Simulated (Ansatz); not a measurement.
# SnH2 (triplet): wave-function methods side by side at a displaced geometry (v1), def2-TZVPP

The task here is to estimate one member of a computed series from the others.

Computed with Ansatz 0.2.0, Gaussian basis. Level: def2-TZVPP, core rule «outside noble gas», up to 9 orbitals frozen.

Plan: UHF; CCSD(T) on ROHF; CCSD(T) on UHF; BCCD(T) on ROHF; CCSDT(Q) on ROHF; CCSDT(Q) on UHF; CASSCF and MRCISD+Q, 6 electrons in 6 orbitals; CASSCF and NEVPT2, 6 electrons in 6 orbitals.

23 further runs of the same task are left out: 7 that didn't finish, 16 set aside as unsound or not needed. Runs told in other sessions of the task aren't counted.

**The system**

The geometry is a PBE0/def2-TZVP stationary point (not a proven minimum) with its atoms shifted at random (size 0.040 Å). No spin-orbit coupling is included. Elements past krypton take def2 core potentials.

3 atoms, charge 0, spin multiplicity 3.

Atoms are counted from 1 here; the program's logs count them from 0.

Bond lengths: Sn1–H2 1.717 Å, Sn1–H3 1.692 Å. Angles: H2–Sn1–H3 118.1°.

Coordinates:

```
Sn   -0.0004   -0.0146    0.0005
H    -0.0012    0.8311   -1.4934
H     0.0467    0.8904    1.4295
```

Set-up of the first run:

Input file in.yaml:

```yaml
crystal:
  periodic: [false, false, false]
  atoms:
    - {symbol: Sn, position_ang: [-0.000387, -0.014617, 0.000542]}
    - {symbol: H, position_ang: [-0.001220, 0.831085, -1.493364]}
    - {symbol: H, position_ang: [0.046744, 0.890395, 1.429529]}
basis:
  gaussian: {orbitals: def2-TZVPP}
magnetization: {spin_polarized: true, initial_magnetization: 2}
hamiltonian: {xc: hf}
output: {orbitals: {seedname: orbitals}}
```

On the command line:

```console
ansatz run in.yaml --threads 1 --pin off --events-out ev --progress --plain --max-ram 2393MiB
```

Steps of the session up to this table: UHF; CCSD(T) on ROHF; CCSD(T) on UHF; BCCD(T) on ROHF; CCSDT(Q) on ROHF; CCSDT(Q) on UHF; CASSCF and MRCISD+Q, 6 electrons in 6 orbitals; CASSCF and NEVPT2, 6 electrons in 6 orbitals.

One table of the session follows, with a row left open; its other results are not shown here.

It belongs to the step «Misses and costs». 

```
          method  from RCCSDT(Q) (meV)
            ROHF               +2818.0
             UHF               +2747.5
            RMP2                +635.5
            UMP2                +611.4
           RCCSD                     ?
           UCCSD                 +65.8
        RCCSD(T)                 +19.6
        UCCSD(T)                  -3.1
         BCCD(T)                 +19.2
          RCCSDT                  +1.5
          UCCSDT                 -21.2
       RCCSDT(Q)                     0
       UCCSDT(Q)                 -22.7
  CASSCF valence               +1907.4
  NEVPT2 valence                +541.4
  MRCISD valence                 +78.9
MRCISD+Q valence                  -1.3
```

Q: Estimate the row for RCCSD from the others.

As computed: from RCCSDT(Q) (meV): +89.6. In the column «from RCCSDT(Q) (meV)» it lies between MRCISD valence (+78.9) and NEVPT2 valence (+541.4).

Limits of these values: Restricted and unrestricted rows rest on different reference determinants; a gap between their highest levels can come from leftover correlation error, from unlike frozen cores or from another state.
